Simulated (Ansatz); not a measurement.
# Li3HS: further runs on the relaxed cell

One table from this session's results is given with a row withheld; the runs are named, their logs left out.

Program: Ansatz 0.2.0. Level of theory: DFT PBE and PBEsol (the runs whose input is shown use PBEsol), scalar-relativistic, plane waves, PAW. These are calculated values, not measurements.

## Starting point

Symmetry: Pm-3m, No. 221, cubic system. Conventional cell: a = 3.801 Å, b = 3.801 Å, c = 3.801 Å, α = 90.00°, β = 90.00°, γ = 90.00°. Around S (site symmetry m-3m) lie 12 Li at 2.69 Å. Around H (site symmetry m-3m) lie 6 Li at 1.90 Å. Li (site symmetry 4/mmm) has 2 H at 1.90 Å and 4 S at 2.69 Å and 8 Li at 2.69 Å as nearest neighbours.

Structure file:

```
CELL_PARAMETERS angstrom
3.80117 0.00000 0.00000
0.00000 3.80117 0.00000
0.00000 0.00000 3.80117
ATOMIC_POSITIONS crystal
S 0.50000 0.50000 0.50000
H 0.00000 0.00000 0.00000
Li 0.50000 0.00000 0.00000
Li 0.00000 0.50000 0.00000
Li 0.00000 0.00000 0.50000
```

This cell was relaxed beforehand with the same method: volume 10.98 Å³/atom, gap on the mesh 4.13 eV.

The first run:

input.yaml

```yaml
crystal:
  lattice:
    - [3.8011716747, 0.0, 0.0]
    - [0.0, 3.8011716747, 0.0]
    - [0.0, 0.0, 3.8011716747]
  atoms:
    - { symbol: S, position: [0.5, 0.5, 0.5] }
    - { symbol: H, position: [0.0, 0.0, 0.0] }
    - { symbol: Li, position: [0.5, 0.0, 0.0] }
    - { symbol: Li, position: [0.0, 0.5, 0.0] }
    - { symbol: Li, position: [0.0, 0.0, 0.5] }
basis:
  ecutwfc: 420
kpoints:
  mp_grid: { grid: [6, 6, 6] }
hamiltonian:
  xc: pbesol
scf:
  occupations: { method: gaussian, width: 0.02 }
output:
  forces: true
  stress: true
  eigenvalues: true
relax:
  adjacent_minimum: "off"
  f_tol: 0.005
  max_steps: 50
  cell: { stress_tol: 0.05 }
```

Started as:

```console
> ansatz run input.yaml --threads 1 --pin off --max-ram 2560MiB --backend cpu --events-out ev --progress --plain --runs-dir out
```

Steps of the session up to this table: The cell under PBEsol; The cell under PBE+D3(BJ); Relaxing with LDA; The cell under r2SCAN.

One of the session's tables, all rows but one given; the rest of the session is left out.

It belongs to the step «Relaxed cells side by side». 

```
functional  a (Å)  b (Å)  c (Å)  volume (Å³/atom)  gap on the mesh (eV)
       PBE  3.801  3.801  3.801             10.98                  4.13
    PBEsol  3.765  3.765  3.765             10.67                  4.16
PBE+D3(BJ)  3.690  3.690  3.690             10.05                  4.57
       LDA      ?      ?      ?                 ?                     ?
    r2SCAN  3.792  3.792  3.792             10.91                  4.93
```

Q: Estimate the row for LDA from the others.

**Answer.** a (Å): 3.705; b (Å): 3.705; c (Å): 3.705; volume (Å³/atom): 10.17; gap on the mesh (eV): 4.34. In the column «a (Å)» it lies between PBE+D3(BJ) (3.690) and PBEsol (3.765).
